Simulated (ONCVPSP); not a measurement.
**Pseudopotential generation for manganese: ONCV, PBEsol**

Do these settings give a usable potential? It is generated, then checked for transferability, scattering, ghosts and hardness.

Method: ONCVPSP 4.0.1.1 (patched build), PBEsol, scalar-relativistic.

### Step 1. The atom and the settings

The settings as typed:

- element: manganese (Mn, Z = 25)
- type: optimised norm-conserving Vanderbilt (ONCV)
- frozen core: [Ar]
- valence charge: 7
- reference configuration: 3d5 4s2
- partial waves: 4s: rc 2.60 bohr, ncon 4, nbas 8, qcut 2.7 1/bohr, 2 projectors, debl 1.6 Ha; p scattering state at 0.19 Ha: rc 2.05 bohr, ncon 4, nbas 9, qcut 4.8 1/bohr, 2 projectors, debl 0.6 Ha; 3d: rc 1.60 bohr, ncon 3, nbas 7, qcut 9.3 1/bohr, 2 projectors, debl 0.7 Ha; f scattering state at 0.24 Ha: rc 2.70 bohr, ncon 5, nbas 9, qcut 4.6 1/bohr, 3 projectors, debl 1.3 Ha
- local potential: polynomial inside 1.40 bohr (lpopt 5, dvloc0 4 Ha)
- core correction: Teter function fitted to the true core (icmod 2), fcfact 0.75

An earlier all-electron run gives the scale for the radii.

All-electron outer shells of the reference configuration (PBEsol, scalar-relativistic, ld1.x):

```json
{"shell": "3p", "level (eV)": "-54.48", "outermost node (bohr)": "0.31", "outermost maximum (bohr)": "0.75"}
{"shell": "3d", "level (eV)": "-6.79", "outermost node (bohr)": "–", "outermost maximum (bohr)": "0.76"}
{"shell": "4s", "level (eV)": "-5.12", "outermost node (bohr)": "1.05", "outermost maximum (bohr)": "2.51"}
{"shell": "4p", "level (eV)": "-1.35", "outermost node (bohr)": "1.16", "outermost maximum (bohr)": "3.38"}
```

### Step 2. Generating the potential

Mn.dat reads:

```
# ATOM AND REFERENCE CONFIGURATION
# atsym  z   nc   nv     iexc    psfile
  Mn 25.00    5    2  -116133      upf
#
#   n    l    f
    1    0    2.00
    2    0    2.00
    2    1    6.00
    3    0    2.00
    3    1    6.00
    3    2    5.00
    4    0    2.00
#
# PSEUDOPOTENTIAL AND OPTIMIZATION
# lmax
    3
#
#   l,   rc,      ep,       ncon, nbas, qcut
    0    2.60    0.00    4    8    2.70
    1    2.05    0.19    4    9    4.80
    2    1.60    0.00    3    7    9.30
    3    2.70    0.24    5    9    4.60
#
# LOCAL POTENTIAL
# lloc, lpopt,  rc(5),   dvloc0
    4    5    1.40    4.00
#
# VANDERBILT-KLEINMAN-BYLANDER PROJECTORs
# l, nproj, debl
    0    2    1.60
    1    2    0.60
    2    2    0.70
    3    3    1.30
#
# MODEL CORE CHARGE
# icmod, fcfact, rcfact
    2    0.75    0.70
#
# LOG DERIVATIVE ANALYSIS
# epsh1, epsh2, depsh
   -2.00    5.00    0.02
#
# OUTPUT GRID
# rlmax, drl
    6.00    0.01
#
# TEST CONFIGURATIONS
# ncnf
    4
# nvcnf
#   n    l    f
    2
    3    2    5.00
    4    0    1.00
#
    2
    3    2    5.00
    4    0    0.00
#
    2
    3    2    4.00
    4    0    0.00
#
    3
    3    2    5.00
    4    0    0.00
    4    1    1.00
#
```

Run with:

```
$ oncvpsp.x < Mn.dat > Mn.out
```

Before running it: what results should come out? Wanted: cutoffs for 1 and 0.1 mHa per electron, occupied waves; bound ghosts; GHOST(+) flags; largest test error; largest phase difference near zero energy, channels read; rms error of d²Exc/dn², without and with the model core.

The runs gave:

| quantity | value |
| --- | --- |
| cutoffs for 1 and 0.1 mHa per electron, occupied waves | 34 Ha and 38 Ha |
| bound ghosts | p at -40.70 eV |
| GHOST(+) flags | s at 71 eV |
| largest test error (AE − PS) | -147 meV, for 3d4 4s0 |
| largest phase difference near zero energy, channels read | 0.002 rad |
| rms error of d²Exc/dn², without and with the model core | 12.99 and 3.43 mHa |

A bound ghost (p) makes it unfit for use: electrons can fall into a state that the atom doesn't have. The worst unpolarised test, 3d4 4s0, is off by 147 meV on 56.4 eV; by total energies transferability rates as fair for so large an energy. That test lies far up in energy; among those under 40 eV, nearer to bonding, the largest error is 12 meV. It counts as of middling hardness, with 34 Ha needed at the looser tolerance. At the looser tolerance the 3d wave is the slowest; 4s needs 3 Ha. Near zero energy the phases of the channels with partial waves agree within 0.002 rad. The program also flags highly localised states, GHOST(+) (s).
